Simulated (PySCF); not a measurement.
# C3H14OSSi3: NMR shifts in solvents

Aim: compute the NMR shifts of C3H14OSSi3 (`CCCS[Si@@H]([SiH3])O[SiH3]`), and see what a dielectric continuum does where one was used.

Computed with PySCF 2.14.0, with density-fitted response routines of our own, on a single molecule, in the gas phase or a continuum. Atoms count from 0, in the outputs and in this text.

**1. The molecule as given**

22 atoms, charge 0, multiplicity 1; geometry from: GFN2-xTB.

Bonds of the start (Å): C0–C1 1.52, C1–C2 1.52, C2–S3 1.82, S3–Si4 2.16, Si4–Si5 2.30, Si4–O6 1.62, O6–Si7 1.62, C0–H8 1.09, C0–H9 1.09, C0–H10 1.09, C1–H11 1.09, C1–H12 1.09, C2–H13 1.09, C2–H14 1.09, Si4–H15 1.47, Si5–H16 1.46, Si5–H17 1.47, Si5–H18 1.47, Si7–H19 1.46, Si7–H20 1.46, Si7–H21 1.46.

**2. Optimising the geometry at PBE0-D3(BJ)/def2-SVP**

Job settings and geometry (Å):

```
{"job": {"xc": "PBE0", "basis": "def2-SVP", "d3": "d3bj", "grid": 1, "kind": "geom"}, "charge": 0, "multiplicity": 1}
C      3.116229    -0.125996     1.182210
C      2.224996     0.209381    -0.007647
C      1.336627    -0.966645    -0.371960
S      0.314120    -0.649444    -1.848658
Si    -1.133155     0.778736    -1.118372
Si    -3.099774     0.593290    -2.295873
O     -1.385225     0.450543     0.452812
Si    -1.753408    -0.337929     1.819194
H      2.511669    -0.384717     2.049042
H      3.763184    -0.969029     0.949953
H      3.740278     0.726520     1.438662
H      1.597775     1.069523     0.238028
H      2.839183     0.474957    -0.871140
H      1.933597    -1.842415    -0.626373
H      0.662912    -1.218780     0.447829
H     -0.450034     2.073463    -1.028671
H     -2.977114     1.272121    -3.587480
H     -3.532219    -0.782740    -2.560233
H     -4.195789     1.246113    -1.571451
H     -1.836803    -1.767946     1.523167
H     -0.652857    -0.039852     2.734193
H     -3.034599     0.210231     2.250350
```

Started as:

```sh
$ OMP_NUM_THREADS=1 python probes_run.py task.json out
```

One launch serves the whole session: the jobs run in the order shown.

Standard output:

```text
step   0  E = -1463.46219988  max force = 0.023038
step   1  E = -1463.47315157  max force = 0.003310
step   2  E = -1463.47359730  max force = 0.002091
step   3  E = -1463.47391120  max force = 0.002207
step   4  E = -1463.47421023  max force = 0.002801
step   5  E = -1463.47447572  max force = 0.002779
step   6  E = -1463.47472303  max force = 0.001746
step   7  E = -1463.47482217  max force = 0.001893
step   8  E = -1463.47524510  max force = 0.001659
step   9  E = -1463.47566315  max force = 0.002171
step  10  E = -1463.47579223  max force = 0.000965
step  11  E = -1463.47579403  max force = 0.000382
optimisation converged
```

Run time: 5 min. Hardware: 1 thread of Arm Neoverse V1, shared host; peak memory 0.89 GiB.

Relaxation path:

```csv
step,energy from step 0 (eV),largest force component (eV/Å)
0,0.0000,1.1847
1,-0.2980,0.1702
2,-0.3101,0.1075
3,-0.3187,0.1135
4,-0.3268,0.1440
5,-0.3340,0.1429
6,-0.3408,0.0898
7,-0.3435,0.0973
8,-0.3550,0.0853
9,-0.3664,0.1116
10,-0.3699,0.0496
11,-0.3699,0.0196
```

Close pairs (by a distance rule), those that changed most:

```
   bond  before (Å)  after (Å)  change (Å)
Si4–Si5       2.300      2.344      +0.045
 O6–Si7       1.620      1.664      +0.044
 Si4–O6       1.625      1.665      +0.041
Si7–H21       1.459      1.492      +0.033
Si7–H19       1.463      1.493      +0.031
Si5–H16       1.464      1.495      +0.031
Si5–H17       1.466      1.496      +0.029
Si7–H20       1.462      1.491      +0.029
```

The end geometry stands in the next job.

```csv
at the end point,value
point group (found at 0.08 Å tolerance),C1
"rotational constants (GHz, main isotopes)","1.168, 0.554, 0.430"
dipole moment (D),1.33
```

**3. NMR shieldings: PBE0/pcSseg-1 in chloroform**

Job settings and geometry (Å):

```
{"job": {"kind": "nmr", "xc": "PBE0", "basis": "pcSseg-1", "solvent": "chloroform", "pop": true}, "charge": 0, "multiplicity": 1}
C      3.642055     0.272765     0.672415
C      2.517973     0.186459    -0.348838
C      1.425932    -0.778053     0.079482
S      0.087245    -0.967240    -1.164434
Si    -1.189955     0.644286    -0.586767
Si    -2.850427     0.746468    -2.238422
O     -1.856295     0.373024     0.915317
Si    -2.654038    -0.814606     1.765207
H      3.270016     0.615072     1.651446
H      4.123037    -0.706708     0.824943
H      4.421267     0.978635     0.348197
H      2.074664     1.183564    -0.508617
H      2.910575    -0.132736    -1.328152
H      1.829640    -1.792735     0.221751
H      0.979268    -0.479189     1.041527
H     -0.406076     1.905871    -0.449661
H     -2.259683     1.127116    -3.557751
H     -3.498831    -0.596092    -2.357799
H     -3.892038     1.752052    -1.862847
H     -2.612226    -2.109849     1.023087
H     -1.995426    -0.977412     3.093132
H     -4.075088    -0.405769     1.964460
```

Level: GIAO PBE0/pcSseg-1 NMR shielding, non-relativistic, IEF-PCM chloroform.

Standard output:

```text
coarse grid: 19520 points
cycle   1  E = -1463.7543559808  dE =  3.246e-01  |g| = 7.822e-01  |ddm| = 4.124e+00
cycle   2  E = -1463.5411090443  dE =  2.132e-01  |g| = 1.308e+00  |ddm| = 1.714e+00
cycle   3  E = -1463.8671138454  dE = -3.260e-01  |g| = 1.290e-01  |ddm| = 1.254e+00
cycle   4  E = -1463.8705315279  dE = -3.418e-03  |g| = 4.585e-02  |ddm| = 1.786e-01
cycle   5  E = -1463.8710500227  dE = -5.185e-04  |g| = 7.012e-03  |ddm| = 5.119e-02
cycle   6  E = -1463.8710610275  dE = -1.100e-05  |g| = 2.701e-03  |ddm| = 1.110e-02
cycle   7  E = -1463.8710627354  dE = -1.708e-06  |g| = 6.693e-04  |ddm| = 3.240e-03
final grid: 167568 points
cycle   8  E = -1463.9289134327  dE = -2.386e-05  |g| = 9.737e-03  |ddm| = 2.417e-02
cycle   9  E = -1463.9288940998  dE =  1.933e-05  |g| = 1.381e-02  |ddm| = 1.819e-02
cycle  10  E = -1463.9289330793  dE = -3.898e-05  |g| = 1.416e-03  |ddm| = 1.104e-02
cycle  11  E = -1463.9289334713  dE = -3.920e-07  |g| = 2.196e-04  |ddm| = 1.324e-03
cycle  12  E = -1463.9289334816  dE = -1.028e-08  |g| = 6.516e-05  |ddm| = 2.724e-04
cycle  13  E = -1463.9289334825  dE = -9.290e-10  |g| = 2.388e-05  |ddm| = 8.097e-05
converged SCF energy = -1463.9289334825

GIAO shielding tensors (ppm)
atom      isotropic    diamagn.    paramagn.     s11        s22        s33       span
  0 C      169.430     244.385     -74.955    158.607    162.081    187.602     28.996
  1 C      155.856     249.454     -93.598    134.345    157.858    175.366     41.020
  2 C      151.881     255.172    -103.291    126.289    152.458    176.895     50.606
  3 S      580.401    1062.673    -482.272    430.175    597.308    713.720    283.544
  4 Si     349.494     880.881    -531.388    298.330    347.073    403.078    104.747
  5 Si     460.015     880.253    -420.238    452.636    460.084    467.324     14.688
  6 O      303.332     402.009     -98.677    249.498    294.450    366.049    116.551
  7 Si     391.793     878.911    -487.118    342.975    366.239    466.164    123.189
  8 H       30.409      29.233       1.175     25.828     29.127     36.272     10.444
  9 H       30.331      27.499       2.832     25.943     28.334     36.716     10.772
 10 H       29.986      26.039       3.947     25.280     27.003     37.675     12.395
 11 H       29.669      33.120      -3.451     24.160     31.522     33.326      9.166
 12 H       29.839      31.663      -1.823     24.506     30.443     34.569     10.063
 13 H       28.806      34.128      -5.322     22.388     28.853     35.178     12.789
 14 H       28.804      36.264      -7.460     22.073     31.205     33.132     11.059
 15 H       25.442      31.118      -5.676     22.112     24.709     29.504      7.391
 16 H       27.907      28.788      -0.881     24.201     26.262     33.259      9.057
 17 H       27.786      29.187      -1.401     24.546     26.569     32.242      7.696
 18 H       27.706      28.245      -0.539     24.391     25.507     33.220      8.828
 19 H       26.134      29.828      -3.694     22.676     25.541     30.185      7.508
 20 H       26.398      29.182      -2.784     22.833     24.699     31.663      8.830
 21 H       26.389      27.596      -1.206     22.781     24.577     31.810      9.029
```

It took 55 s on 1 thread of Arm Neoverse V1, shared host; peak memory 1.3 GiB.

The references, computed at this level on geometries of the same kind, shield at (ppm): ¹H TMS 31.25, ¹³C TMS 185.2, ²⁹Si TMS 351.9, ¹⁷O H2O 341.0, ³³S CS2 495. Their shielding less the atom's gives the shift. The references are single molecules in the same continuum, so shifts against H2O, NH3, PH3, H3PO4 or CFCl3 are not on the usual liquid scales and can be off by tens of ppm. Atoms listed in one row are averaged.

```
        atoms                               environment  σ (ppm)  δ (ppm)
           C2                       sp3 CH2 bonded to S    151.9     33.3
           C1                                   sp3 CH2    155.9     29.3
           C0                             methyl carbon    169.4     15.7
          H15  hydrogen on a silicon bonded to O, S, Si    25.44     5.81
H19, H20, H21         hydrogen on a silicon bonded to O    26.31     4.94
H16, H17, H18        hydrogen on a silicon bonded to Si    27.80     3.45
          H14        hydrogen on an sp3 CH2 bonded to S    28.80     2.44
          H13        hydrogen on an sp3 CH2 bonded to S    28.81     2.44
          H11                    hydrogen on an sp3 CH2    29.67     1.58
          H12                    hydrogen on an sp3 CH2    29.84     1.41
  H8, H9, H10               hydrogen on a methyl carbon    30.24     1.00
           S3                    sulfur bonded to C, Si      580      -85
          Si4             silicon bonded to O, S, Si, H    349.5      2.4
          Si7                  silicon bonded to O, 3 H    391.8    -39.9
          Si5                 silicon bonded to Si, 3 H    460.0   -108.2
           O6                     oxygen bonded to 2 Si    303.3     37.6
```

Charges from the same density, by scheme (e):

```
atoms  Mulliken    IAO  Hirshfeld  ESP fit
   C0     -0.30  -0.41      -0.11    -0.34
   C1     -0.25  -0.24      -0.07     0.29
   C2     -0.37  -0.32      -0.06    -0.03
   S3     -0.29  -0.22      -0.11    -0.36
  Si4      0.66   0.77       0.30     0.28
  Si5      0.17   0.25       0.21     0.22
   O6     -0.77  -0.87      -0.31    -0.40
  Si7      0.73   0.84       0.38     0.53
```

Mayer bond orders: C0–C1 1.06, C1–C2 0.99, C2–S3 0.99, S3–Si4 0.99, Si4–Si5 0.91, Si4–O6 0.88, O6–Si7 0.88.

**4. Shielding tensors: PBE0/pcSseg-1 in water**

The job, as its differences from that of step 3:

```diff
@@ -1,2 +1,2 @@
-{"job": {"kind": "nmr", "xc": "PBE0", "basis": "pcSseg-1", "solvent": "chloroform", "pop": true}, "charge": 0, "multiplicity": 1}
+{"job": {"kind": "nmr", "xc": "PBE0", "basis": "pcSseg-1", "solvent": "water", "pop": false}, "charge": 0, "multiplicity": 1}
 C      3.642055     0.272765     0.672415
```

With the program's defaults for keys left out, this is: GIAO PBE0/pcSseg-1 NMR shielding, non-relativistic, IEF-PCM water.

Standard output:

```text
coarse grid: 19520 points
cycle   1  E = -1463.7564997291  dE =  3.226e-01  |g| = 7.807e-01  |ddm| = 4.123e+00
cycle   2  E = -1463.5495002102  dE =  2.070e-01  |g| = 1.296e+00  |ddm| = 1.691e+00
cycle   3  E = -1463.8688589576  dE = -3.194e-01  |g| = 1.256e-01  |ddm| = 1.229e+00
cycle   4  E = -1463.8720404303  dE = -3.181e-03  |g| = 4.433e-02  |ddm| = 1.674e-01
cycle   5  E = -1463.8725202360  dE = -4.798e-04  |g| = 6.790e-03  |ddm| = 4.734e-02
cycle   6  E = -1463.8725302757  dE = -1.004e-05  |g| = 2.628e-03  |ddm| = 1.014e-02
cycle   7  E = -1463.8725318519  dE = -1.576e-06  |g| = 6.149e-04  |ddm| = 3.036e-03
final grid: 167568 points
cycle   8  E = -1463.9303770098  dE = -2.380e-05  |g| = 9.761e-03  |ddm| = 2.417e-02
cycle   9  E = -1463.9303581007  dE =  1.891e-05  |g| = 1.378e-02  |ddm| = 1.816e-02
cycle  10  E = -1463.9303968229  dE = -3.872e-05  |g| = 1.418e-03  |ddm| = 1.087e-02
cycle  11  E = -1463.9303972146  dE = -3.917e-07  |g| = 2.063e-04  |ddm| = 1.288e-03
cycle  12  E = -1463.9303972234  dE = -8.781e-09  |g| = 6.405e-05  |ddm| = 2.473e-04
cycle  13  E = -1463.9303972243  dE = -9.049e-10  |g| = 2.267e-05  |ddm| = 7.412e-05
converged SCF energy = -1463.9303972243

GIAO shielding tensors (ppm)
atom      isotropic    diamagn.    paramagn.     s11        s22        s33       span
  0 C      169.717     244.343     -74.625    158.846    162.406    187.900     29.054
  1 C      155.856     249.513     -93.657    134.074    157.864    175.631     41.557
  2 C      151.959     255.250    -103.291    126.118    152.646    177.113     50.996
  3 S      584.545    1062.832    -478.287    434.799    600.142    718.695    283.896
  4 Si     349.277     880.866    -531.589    298.849    346.208    402.772    103.923
  5 Si     459.843     880.241    -420.398    452.434    459.925    467.169     14.735
  6 O      303.555     402.064     -98.509    250.169    294.391    366.105    115.937
  7 Si     391.490     878.863    -487.373    342.554    366.467    465.450    122.896
  8 H       30.378      29.200       1.179     25.769     29.098     36.267     10.498
  9 H       30.303      27.455       2.847     25.889     28.311     36.708     10.819
 10 H       29.989      26.016       3.973     25.272     27.002     37.694     12.422
 11 H       29.644      33.102      -3.457     24.134     31.507     33.292      9.158
 12 H       29.858      31.671      -1.812     24.523     30.472     34.579     10.055
 13 H       28.734      34.063      -5.328     22.288     28.767     35.148     12.861
 14 H       28.731      36.178      -7.447     21.974     31.110     33.108     11.134
 15 H       25.419      31.053      -5.635     22.080     24.683     29.493      7.413
 16 H       27.917      28.802      -0.886     24.221     26.273     33.257      9.037
 17 H       27.800      29.208      -1.408     24.565     26.588     32.248      7.683
 18 H       27.695      28.234      -0.539     24.377     25.495     33.213      8.836
 19 H       26.167      29.860      -3.693     22.704     25.576     30.221      7.517
 20 H       26.386      29.146      -2.760     22.821     24.683     31.654      8.833
 21 H       26.387      27.577      -1.190     22.777     24.573     31.810      9.033
```

Run time: 51 s. Hardware: 1 thread of Arm Neoverse V1, shared host; peak memory 1.3 GiB.

Key values: δ C2 33.5, C1 29.6, C0 15.8, S3 -89, H15 5.82, H19 4.93 ppm (means over like atoms).

**5. Side by side: NMR shifts**

Shifts (ppm) of some atoms, chosen among heavy atoms and hydrogens apart, with basis size and wall time:

```
                        run    C2    C1   H14   H13   S3    Si7    O6  functions  time
PBE0/pcSseg-1 in chloroform  33.3  29.3  2.44  2.44  -85  -39.9  37.6        234  55 s
     PBE0/pcSseg-1 in water  33.5  29.6  2.51  2.50  -89  -39.7  39.6        234  51 s
```

The continuum's effect on the ground state:

```
   solvent      ε  polarisation energy (Eh)  μ (D)
chloroform   4.71                   -0.0036   1.67
     water  78.36                   -0.0054   1.83
```

**6. Summary of results**

```
                                                                          quantity                                               value
                                                                       point group                                                  C1
                                              rotational constants (main isotopes)                                1.17, 0.55, 0.43 GHz
                                ¹³C shifts against TMS (PBE0/pcSseg-1, chloroform)                                33.3, 29.3, 15.7 ppm
¹H shifts against TMS (PBE0/pcSseg-1, chloroform, means over atoms taken as alike)  5.81, 4.94, 3.45, 2.44, 2.44, 1.58, 1.41, 1.00 ppm
                                ³³S shifts against CS2 (PBE0/pcSseg-1, chloroform)                                             -85 ppm
                               ²⁹Si shifts against TMS (PBE0/pcSseg-1, chloroform)                              2.4, -39.9, -108.2 ppm
                                ¹⁷O shifts against H2O (PBE0/pcSseg-1, chloroform)                                            37.6 ppm
                                                          range of the shift of S3                                      -89 to -85 ppm
```

Over 11 steps the energy fell by 0.370 eV; of the close pairs, Si4–Si5 changed most, 2.300 to 2.344 Å. At PBE0/pcSseg-1: The largest span, 284 ppm, is at S3, where the paramagnetic term is -482 ppm. In ppm, S3 moves most: its shift spreads over 4 ppm, from -89 (PBE0/pcSseg-1 in water) to -85 (PBE0/pcSseg-1 in chloroform). The continuum holds electrostatics alone: no hydrogen bonds to the solvent, and the gas-phase geometry is kept.
